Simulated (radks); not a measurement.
**Excited configurations of Gd⁵⁵⁺**

Aim: excitation energies and quantum defects of the outer electron of Gd⁵⁵⁺, by total-energy differences.

The numbers are computed with radks (a radial shooting solver on a logarithmic mesh, Libxc functionals) version 1 (Dirac Kohn-Sham, PBE, spin-unpolarised, spherical densities, finite nucleus; open shells are shared between the two j in proportion to 2j + 1), except any that are marked as measured or tabulated.

## Step 1: Starting point

```
element            : gadolinium (Z = 64)
charge             : +55
electrons          : 9
configuration      : [He] 2s2 2p5
nuclear rms radius : 5.1569 fm
```

Outer shells as boxes (Hund's rule):

Gd⁵⁵⁺
```
[He] core
2s [↑↓]
2p [↑↓][↑↓][↑ ]
```

## Step 2: Ground configuration: [He] 2s2 2p5

The run's settings:

```text
Z 64
configuration [He] 2s2 2p5
relativity Dirac
functional pbe,pbe
spin unpolarised
j_filling average
nucleus finite rms 5.1569 fm
c 137.035999084
```

## Step 3: The ion: [He] 2s2 2p4

Settings, as their differences from step 2:

```diff
@@ -1,3 +1,3 @@
 Z 64
-configuration [He] 2s2 2p5
+configuration [He] 2s2 2p4
 relativity Dirac
```

## Step 4: Outer electron in 3p: [He] 2s2 2p4 3p1

Settings, as their differences from step 3:

```diff
@@ -1,3 +1,3 @@
 Z 64
-configuration [He] 2s2 2p4
+configuration [He] 2s2 2p4 3p1
 relativity Dirac
```

## Step 5: Outer electron in 5d: [He] 2s2 2p4 5d1

Settings, as their differences from step 4:

```diff
@@ -1,3 +1,3 @@
 Z 64
-configuration [He] 2s2 2p4 3p1
+configuration [He] 2s2 2p4 5d1
 relativity Dirac
```

## Step 6: Outer electron in 6s: [He] 2s2 2p4 6s1

Settings, as their differences from step 5:

```diff
@@ -1,3 +1,3 @@
 Z 64
-configuration [He] 2s2 2p4 5d1
+configuration [He] 2s2 2p4 6s1
 relativity Dirac
```

## Step 7: Outer electron in 6p: [He] 2s2 2p4 6p1

Settings, as their differences from step 6:

```diff
@@ -1,3 +1,3 @@
 Z 64
-configuration [He] 2s2 2p4 6s1
+configuration [He] 2s2 2p4 6p1
 relativity Dirac
```

## Step 8: Outer electron in 6d: [He] 2s2 2p4 6d1

Settings, as their differences from step 7:

```diff
@@ -1,3 +1,3 @@
 Z 64
-configuration [He] 2s2 2p4 6p1
+configuration [He] 2s2 2p4 6d1
 relativity Dirac
```

## Step 9: Outer electron in 6f: [He] 2s2 2p4 6f1

Settings, as their differences from step 8:

```diff
@@ -1,3 +1,3 @@
 Z 64
-configuration [He] 2s2 2p4 6d1
+configuration [He] 2s2 2p4 6f1
 relativity Dirac
```

## Step 10: Outer electron in 7s: [He] 2s2 2p4 7s1

Settings, as their differences from step 9:

```diff
@@ -1,3 +1,3 @@
 Z 64
-configuration [He] 2s2 2p4 6f1
+configuration [He] 2s2 2p4 7s1
 relativity Dirac
```

Before running it: what results should come out? Wanted: for each run, outer orbital; excitation; binding; n*; quantum defect; <r>.

The runs gave:

```tsv
outer orbital	excitation (eV)	binding (eV)	n*	quantum defect	<r> (bohr)
3p	6747.6	5083.8	2.897	0.103	0.2099
5d	10089.8	1741.6	4.950	0.050	0.6036
6s	10570.2	1261.3	5.816	0.184	0.9055
6p	10598.8	1232.6	5.883	0.117	0.9148
6d	10624.0	1207.5	5.944	0.056	0.8943
6f	10636.0	1195.5	5.974	0.026	0.8492
7s	10912.2	919.28	6.813	0.187	1.243
```

Binding is E(ion) − E, and n* = 56/√(2·binding) in atomic units. The Δ-SCF energy to the ion that was run is 11831.5 eV (NIST's first ionisation energy, to the ion's ground state: 11552 eV, theoretical). Mean quantum defects: p 0.11, d 0.05, s 0.19, f 0.03. At this charge relativity makes much of them. Self-interaction in the functional shifts them, so they are the method's values and not measured ones. Spin polarisation and multiplet splitting are left out, so open shells lie too high by an amount that depends on their filling. Sharing an open shell by 2j + 1 raises it above the true ground level by a part of the spin-orbit splitting, which enters the differences from NIST.
